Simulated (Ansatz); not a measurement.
# BrH3OSi: the cost of one run

Computed with Ansatz 0.2.0, Gaussian basis. Level: PBE0-D4/def2-TZVP structures, single points in def2-TZVPP, no counterpoise correction.

Levels: SPW92, PBE-D4, BLYP-D4, r2SCAN-D4, B97M-V, PBE0-D4, B3LYP-D4, r2SCAN0-D4, BHLYP-D4, CAM-B3LYP-D4, wB97X-V, wB97M-V, B2PLYP, PBE-QIDH, RPA on PBE, Hartree-Fock, MP2, CCSD, CCSD(T).

Correlated methods freeze the cores. Filled d shells of the heavier atoms are correlated. B3LYP uses VWN-RPA correlation. B2PLYP carries no dispersion term here.

94 further runs of the same task are left out: 94 set aside as unsound or not needed. Runs told in other sessions of the task aren't counted.

### 1 The system as given

The complex: 8 atoms, charge 0, spin multiplicity 1.

Atoms are counted from 1 here; the program's logs count them from 0.

Bond lengths: Si1–H3 1.479 Å, Si1–H4 1.474 Å, Si1–O5 1.621 Å, Si1–Br7 2.258 Å, F2–H6 0.934 Å, O5–H8 0.966 Å. Angles: H3–Si1–H4 113.0°, H3–Si1–O5 113.9°, H3–Si1–Br7 104.4°, H4–Si1–O5 108.2°, H4–Si1–Br7 107.1°, O5–Si1–Br7 110.0°, Si1–O5–H8 117.4°.

Coordinates:

```
Si   -1.0147   -0.0749   -0.3943
F     2.1833   -0.1923    0.8221
H    -0.9157   -1.3745   -1.0935
H    -2.3440    0.5481   -0.5228
O    -0.6376   -0.1456    1.1809
H     2.0041    0.3429    0.0773
Br    0.4494    1.2574   -1.4798
H     0.2752   -0.3611    1.4101
```

Its parts: BrH₃OSi holds atoms 1, 3, 4, 5, 7, 8; HF holds atoms 2, 6. Each part counts its atoms afresh in its own runs.

### 2 Relaxing BrH₃OSi alone

relax-a/in.yaml reads:

```yaml
crystal:
  periodic: [false, false, false]
  atoms:
    - {symbol: Si, position_ang: [-1.014726, -0.074937, -0.394326]}
    - {symbol: H, position_ang: [-0.915690, -1.374492, -1.093481]}
    - {symbol: H, position_ang: [-2.343970, 0.548094, -0.522758]}
    - {symbol: O, position_ang: [-0.637611, -0.145631, 1.180899]}
    - {symbol: Br, position_ang: [0.449359, 1.257450, -1.479791]}
    - {symbol: H, position_ang: [0.275221, -0.361118, 1.410103]}
basis:
  gaussian: {orbitals: def2-TZVP}
hamiltonian: {xc: pbe0, dispersion: d4}
relax: {f_tol: 0.005, max_steps: 200}
```

Started as:

```console
ansatz run in.yaml --threads 4 --pin off --events-out ev --progress --plain --max-ram 9574MiB
```

**Question.** How long does this run take on 4 threads of Arm Neoverse V1, shared host?

About 15 s.
